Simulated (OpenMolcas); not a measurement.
# Cr²⁺ among point charges: CASSCF and CASPT2 levels and susceptibility

How does a field of 6 point charges split the states of Cr²⁺, and what χT follows?

Program: OpenMolcas 26.06. Level of theory: state-averaged CASSCF and CASPT2, spin-orbit coupling by RASSI with atomic mean-field integrals. These are calculated values, not measurements, unless marked.

### Step 1. The system

- Species: Cr²⁺ (chromium, Z = 24, 22 electrons)
- Basis: ANO-RCC-VDZP [5s4p2d1f], 34 functions
- Scalar Hamiltonian: DKH2, point nucleus
- Inactive shells: 1s 2s 2p 3s 3p
- Active space: 4 electrons in 5 orbitals (3d)
- Some configurations of this space: 3d4
- Orbitals: optimised for each spin and parity, averaged over all roots

Outer shells as boxes (Hund's rule):

3d4
```
3d [↑ ][↑ ][↑ ][↑ ][  ]
```

The ion sits among 6 point charges of -1 e arranged as a trigonal prism (D3h), 1.85 Å from the ion, with a polar angle of 54.0° against the regular 49.1°.

The work runs as a chain of OpenMolcas steps in one folder; each step below is one input file. Labels, J, g values, rates, χT and fits are worked out afterwards by a script from the matrices that RASSI stores.

### Step 2. GATEWAY and SEWARD: basis and integrals

Contents of a.inp:

```
&GATEWAY
Coord
1

Cr 0.0 0.0 0.0
Basis=ANO-RCC-VDZP
Group=NoSym
NoMove
AngMom=0.0 0.0 0.0
AMFI
XField
6 Angstrom 0
1.496871 0.000000 1.087141 -1.000000
-0.748436 1.296328 1.087141 -1.000000
-0.748436 -1.296328 1.087141 -1.000000
1.496871 0.000000 -1.087141 -1.000000
-0.748436 1.296328 -1.087141 -1.000000
-0.748436 -1.296328 -1.087141 -1.000000
&SEWARD
```

The run is started by

```sh
OMP_NUM_THREADS=1 MOLCAS_MEM=1689 MOLCAS_PROJECT=a pymolcas a.inp > a.log
```

### Step 3. CASSCF: quintets, 5 roots

Contents of a.inp:

```
&RASSCF
FileOrb=start.orb
Symmetry=1
Spin=5
nActEl=4 0 0
Inactive=9
Ras2=5
CIRoot=5 5 1
SDav=5
CIMx=300
Iter=120 100
PrWF=0.3
OrbListing=Nothing
MaxOrb=0
>>> COPY $Project.JobIph JOB001
```

start.orb holds the contracted functions of the basis, ordered by shell, or the orbitals of the step before.

### Step 4. CASSCF: triplets, 45 roots

Contents of a.inp:

```
&RASSCF
FileOrb=start.orb
Symmetry=1
Spin=3
nActEl=4 0 0
Inactive=9
Ras2=5
CIRoot=45 45 1
SDav=45
CIMx=300
Iter=120 100
PrWF=0.3
OrbListing=Nothing
MaxOrb=0
>>> COPY $Project.JobIph JOB002
```

### Step 5. CASSCF: singlets, 50 roots

Contents of a.inp:

```
&RASSCF
FileOrb=start.orb
Symmetry=1
Spin=1
nActEl=4 0 0
Inactive=9
Ras2=5
CIRoot=50 50 1
SDav=50
CIMx=300
Iter=120 100
PrWF=0.3
OrbListing=Nothing
MaxOrb=0
>>> COPY $Project.JobIph JOB003
```

### Step 6. RASSI: spin-orbit coupling between the states

Contents of a.inp:

```
&RASSI
NrOfJobIphs=3 5 45 50
1 2 3 4 5
1 2 3 4 5 6 7 8 9 10 11 12 13 14 15 16 17 18 19 20 21 22 23 24 25 26 27
28 29 30 31 32 33 34 35 36 37 38 39 40 41 42 43 44 45
1 2 3 4 5 6 7 8 9 10 11 12 13 14 15 16 17 18 19 20 21 22 23 24 25 26 27
28 29 30 31 32 33 34 35 36 37 38 39 40 41 42 43 44 45 46 47 48 49 50
IphNames
JOB001
JOB002
JOB003
EJob
SpinOrbit
DIPRint=1.0
SOCoupling=1000.0
Subsets=2
Property=9
'ANGMOM' 1 'ANGMOM' 2 'ANGMOM' 3 'MLTPL  1' 1 'MLTPL  1' 2 'MLTPL  1' 3
'AMFI' 1 'AMFI' 2 'AMFI' 3
SOProperty=3
'ANGMOM' 1 'ANGMOM' 2 'ANGMOM' 3
```

### Step 7. CASPT2: IPEA 0.25, imaginary shift 0.1 (closed shells correlated: 3s 3p)

Contents of a.inp:

```
>>> COPY JOB001 $Project.JobIph
&CASPT2
Multistate=5 1 2 3 4 5
NoMult
Frozen=5
IPEA=0.25
Imaginary=0.1
MaxIter=60
WThr=0.0 0.3 0.05
PrWF=0.5
NoMix
>>> COPY JOB002 $Project.JobIph
&CASPT2
Multistate=45 1 2 3 4 5 6 7 8 9 10 11 12 13 14 15 16 17 18 19 20 21 22
23 24 25 26 27 28 29 30 31 32 33 34 35 36 37 38 39 40 41 42 43 44 45
NoMult
Frozen=5
IPEA=0.25
Imaginary=0.1
MaxIter=60
WThr=0.0 0.3 0.05
PrWF=0.5
NoMix
>>> COPY JOB003 $Project.JobIph
&CASPT2
Multistate=50 1 2 3 4 5 6 7 8 9 10 11 12 13 14 15 16 17 18 19 20 21 22
23 24 25 26 27 28 29 30 31 32 33 34 35 36 37 38 39 40 41 42 43 44 45 46
47 48 49 50
NoMult
Frozen=5
IPEA=0.25
Imaginary=0.1
MaxIter=60
WThr=0.0 0.3 0.05
PrWF=0.5
NoMix
```

(Steps that only read results are left out.)

Q: Predict the outcome of this session. Wanted: spin-free ground state; first state of the same spin within the active space; lowest level; next level.

**Answer**, as computed:

| quantity | value |
| --- | --- |
| method | SS-CASPT2, IPEA 0.25, imaginary shift 0.1 (closed shells correlated: 3s 3p) |
| spin-free ground state | 5E, 2-fold in its orbital part |
| first state of the same spin within the active space | 5E at 3380 cm⁻¹ |
| lowest level | 2-fold E, g = 0.00, 0.00, 5.98 |
| next level | 43.9 cm⁻¹ |
| χT at 300 K | 2.72 cm³ K/mol |
| effective moment at 300 K | 4.66 μB |

Cost by method:

```csv
method,time of its own steps,time with the reference
A. CASSCF,64 s,64 s
"B. SS-CASPT2, IPEA 0.25, imaginary shift 0.1, +3s 3p",21 s,85 s
```

Times are of one thread on a shared host.

The spin-free ground state (5E) comes to 100 % from free-ion D terms and keeps the highest spin of the shell. χT at 300 K is 2.72, against 3.01 cm³ K/mol for the spin alone, so spin-orbit coupling lowers it. An active space of the d shell alone favours high spin; real ions in strong fields can be low spin. CASPT2 does not keep the components of a term degenerate, and the means are used. The field of point charges can differ much from that of real complexes. With metal d orbitals alone active, the gaps between spin states are rough; where two lie within a few thousand cm-1, their order is open. Point charges carry no covalency, so the field is a model and not that of real ligands.
